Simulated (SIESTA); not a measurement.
Input of a SIESTA 5.4.2 run:

The input Mn3NiO4.fdf:

```
SystemName                      Mn3NiO4
SystemLabel                     Mn3NiO4
NumberOfSpecies                 3
NumberOfAtoms                   8
%block ChemicalSpeciesLabel
  1  28 Ni
  2  25 Mn
  3   8 O
%endblock ChemicalSpeciesLabel

LatticeConstant                 1.0 Ang
%block LatticeVectors
     3.1303702056    -4.4349260000     0.0000000000
     3.1303702056     4.4349260000     0.0000000000
     0.0000000000     0.0000000000     3.1406246681
%endblock LatticeVectors
AtomicCoordinatesFormat         Fractional
%block AtomicCoordinatesAndAtomicSpecies
     0.0000000000     0.0000000000     0.0000000000  1  Ni
     0.0000000000     0.5000000000     0.5000000000  2  Mn
     0.5000000000     0.0000000000     0.5000000000  2  Mn
     0.5000000000     0.5000000000     0.0000000000  2  Mn
     0.7531180000     0.2468820000     0.0000000000  3  O
     0.7591180000     0.7591180000     0.5000000000  3  O
     0.2408820000     0.2408820000     0.5000000000  3  O
     0.2468820000     0.7531180000     0.0000000000  3  O
%endblock AtomicCoordinatesAndAtomicSpecies

%block kgrid.MonkhorstPack
    5   0   0  0.0
    0   5   0  0.0
    0   0   9  0.0
%endblock kgrid.MonkhorstPack
XC.Functional                   GGA
XC.Authors                      PBEsol
PAO.BasisSize                   DZP
PAO.EnergyShift                 0.003 Ry
Mesh.Cutoff                     800 Ry
Spin                            polarized
%block DM.InitSpin
    1   1.000
    2   4.000
    3   4.000
    4   4.000
    5   0.000
    6   0.000
    7   0.000
    8   0.000
%endblock DM.InitSpin
OccupationFunction              FD
ElectronicTemperature           0.05 eV
MaxSCFIterations                200
SCF.MustConverge                false
SCF.Mixer.Method                Pulay
SCF.Mixer.Weight                0.1
SCF.Mixer.History               10
SCF.DM.Tolerance                5.0e-05
SCF.H.Tolerance                 1.0e-03 eV
WriteForces                     true
Charge.Mulliken                 end
BandLinesScale                  ReciprocalLatticeVectors
%block BandLines
    1    0.000000   0.000000   0.000000  \Gamma
    7    0.374554   0.374554   0.000000  X
    4    0.000000   0.500000   0.000000  S
   10    0.000000   0.500000   0.500000  R
    4    0.374554   0.374554   0.500000  A
    7    0.000000   0.000000   0.500000  Z
   10    0.000000   0.000000   0.000000  \Gamma
    7   -0.500000   0.500000   0.000000  Y
    2   -0.374554   0.625446   0.000000  X1
   10   -0.374554   0.625446   0.500000  A1
    2   -0.500000   0.500000   0.500000  T
   10   -0.500000   0.500000   0.000000  Y
    1    0.000000   0.000000   0.500000  Z
    7   -0.500000   0.500000   0.500000  T
%endblock BandLines
%block PAO.Basis
  Ni 5
  n=3 0 2
    2.437 0.000
  n=4 0 2
    7.067 0.000
  n=3 1 2
    2.721 0.000
  n=4 1 1
    7.067
  n=3 2 2
    4.466 0.000
  Mn 5
  n=3 0 2
    2.738 0.000
  n=4 0 2
    7.595 0.000
  n=3 1 2
    3.070 0.000
  n=4 1 1
    7.595
  n=3 2 2
    5.098 0.000
%endblock PAO.Basis
```

Potentials or basis: PseudoDojo 0.4 standard (PBEsol files), DZP (energy shift 0.003 Ry; two zetas on semicore shells).

The run is started by

```sh
$ siesta < Mn3NiO4.fdf > Mn3NiO4.out 2>&1
```

Q: Predict the largest force.

A: 0.245 eV/Å.

Q: Estimate the pressure.

A: -10.2 GPa.

Q: Predict the site moments.

A: Ni +1.44; Mn +4.64, +4.74; O +0.20, +0.23 μB.

Q: Predict the net moment.

A: 16.31 μB per cell.

Stress tensor (GPa, compression positive):
```
-10.67   0.00   0.00
  0.00 -10.72   0.00
  0.00   0.00  -9.26
```

Caveat: short orbitals over semicore shells can move pressures by several GPa; the basis of atomic orbitals isn't converged, which shifts pressures, moduli and gaps; only a ferromagnetic start was run, and an antiferromagnetic order may lie lower in energy.
